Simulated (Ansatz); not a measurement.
# Cu (fcc type): the cost of one run

Program: Ansatz 0.2.0. Level of theory: DFT, LDA, PAW with Ansatz's default frozen-core files, scalar-relativistic. These are calculated values, not measurements.

## (1) The system as given

The structure is cubic, space group Fm-3m (No. 225). Conventional cell: a = 3.518 Å, b = 3.518 Å, c = 3.518 Å, α = 90.00°, β = 90.00°, γ = 90.00°. Cu (site symmetry m-3m) is surrounded by 12 Cu at 2.49 Å.

Coordinates:

```
Cu
1.0
     0.00000    1.75884    1.75884
     1.75884    0.00000    1.75884
     1.75884    1.75884    0.00000
Cu
1
Direct
  0.00000 0.00000 0.00000
```

## (2) Bulk cell relaxed, PAW

input.yaml

```yaml
crystal:
  lattice:
    - [0.0, 1.7588396277, 1.7588396277]
    - [1.7588396277, 0.0, 1.7588396277]
    - [1.7588396277, 1.7588396277, 0.0]
  atoms:
    - { symbol: Cu, position: [0.0, 0.0, 0.0] }
kpoints:
  mp_grid: { grid: [21, 21, 21] }
scf:
  occupations: { method: fermi_dirac, width: 0.08 }
hamiltonian:
  xc: lda
  pseudopotentials: { kind: paw }
output:
  forces: true
  stress: true
relax:
  f_tol: 0.005
  max_steps: 40
  cell: {}
```

On the command line:

```sh
$ ansatz run input.yaml --threads 1 --pin off --max-ram 3584MiB --backend cpu --events-out ev --progress --plain --runs-dir out
```

What time and memory should one allow on 1 thread of Intel Xeon 6975P-C (Granite Rapids), shared host?

About 3.6 s, with a peak of 0.38 GiB.
